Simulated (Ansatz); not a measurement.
# SnTe: a single-point run

Wanted: a converged single-point run for SnTe, and a check of what comes out. The structure is shown as the input types it.

Program: Ansatz 0.2.0. Level of theory: density functional or hybrid calculation with the settings of its input, plane waves (as first typed). These are calculated values, not measurements.

4 further runs of the same task are left out: 4 that didn't finish.

## Step 1: The starting structure

The structure is cubic, space group Fm-3m (No. 225). Conventional cell: a = 6.379 Å, b = 6.379 Å, c = 6.379 Å, α = 90.00°, β = 90.00°, γ = 90.00°. Around Sn (site symmetry m-3m) lie 6 Te at 3.19 Å. Te (site symmetry m-3m) has 6 Sn at 3.19 Å as nearest neighbours.

The input asks for a charge of -2 e on the cell.

Coordinates:

```xyz
2
Lattice="0.0000 3.1893 3.1893 3.1893 0.0000 3.1893 3.1893 3.1893 0.0000" Properties=species:S:1:pos:R:3 pbc="T T T"
Sn    0.0000    0.0000    0.0000
Te    3.1893    3.1893    3.1893
```

## Step 2: The calculation

Input file input.yaml:

```yaml
crystal:
  lattice:
    - [0.0, 3.1893300331, 3.1893300331]
    - [3.1893300331, 0.0, 3.1893300331]
    - [3.1893300331, 3.1893300331, 0.0]
  atoms:
    - { symbol: Sn, position: [0.0, 0.0, 0.0] }
    - { symbol: Te, position: [0.5, 0.5, 0.5] }
kpoints:
  mp_grid: { grid: [4, 4, 4] }
hamiltonian:
  xc: hse06
scf:
  occupations: { method: fermi_dirac, width: 0.02 }
  n_extra_bands: 4
  max_iter: 79
output:
  forces: true
  stress: true
  eigenvalues: true
total_charge: -2
```

Launch:

```
$ ansatz run input.yaml --threads 4 --pin off --max-ram 3686MiB --backend cpu --events-out ev --progress --plain --runs-dir out
```

**Question.** How will this run end, and is anything wrong with its input?

The run converged and reported no error, with warnings (filled band counts differ across k points, stress exchange threshold loose, stress scf threshold loose). Its log warns: «output.stress: scf.convergence.dr2_threshold = 1e-7 eV (the SCF's general default) is looser than the 2e-10 eV advised for a printed stress (1e-10 eV for each atom of the ...»

Look at the input: total_charge is -2. With this charge the calculation describes a differently charged system.

The test: delete total_charge (the default then holds).
